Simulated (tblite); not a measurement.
# C4H9ClO3Si: the cost of one run

The runs use tblite 0.8.0 and PySCF 2.14.0, with density-fitted response routines of our own; the level of theory stands in each step. All values are computed, except where a source is named. Atoms are numbered from 0 throughout.

### 1 The molecule as given

18 atoms, charge 0, multiplicity 1; geometry from: force field or distance geometry start.

Bonds of the start (Å): C0–O1 1.43, O1–Si2 1.66, Si2–Cl3 2.06, Si2–O4 1.65, O4–C5 1.41, C5–C6 1.54, C6–C7 1.51, C6–O8 1.24, C0–H9 1.11, C0–H10 1.09, C0–H11 1.09, Si2–H12 1.49, C5–H13 1.10, C5–H14 1.09, C7–H15 1.09, C7–H16 1.09, C7–H17 1.09.

### 2 Relaxing the molecule with GFN2-xTB

What the job is given:

```
{"job": {"kind": "relax", "xc": "GFN2-xTB", "basis": "xTB"}, "charge": 0, "multiplicity": 1}
C     -2.074800    -0.065100     1.458900
O     -1.684400     0.371800     0.159400
Si    -1.613700    -0.765900    -1.041600
Cl    -2.501600     0.131600    -2.671300
O     -0.062900    -1.085200    -1.492900
C      0.940600    -0.125500    -1.242000
C      1.512100    -0.124300     0.183400
C      2.533900     0.945700     0.498100
O      1.181000    -0.953500     1.041200
H     -3.135500    -0.384800     1.460700
H     -1.998400     0.786400     2.141500
H     -1.448000    -0.870000     1.841900
H     -2.376300    -1.991100    -0.688800
H      0.614300     0.889200    -1.493400
H      1.781300    -0.350700    -1.903000
H      2.070600     1.927300     0.375500
H      2.866900     0.845700     1.532300
H      3.386200     0.824600    -0.171300
```

Started as:

```
> OMP_NUM_THREADS=1 python probes_run.py task.json out
```

The driver reads the jobs from task.json and runs them one after another.

**Question.** How long does this first job take on 1 thread of Intel Xeon at 2.70GHz, shared host?

About 2.2 s.
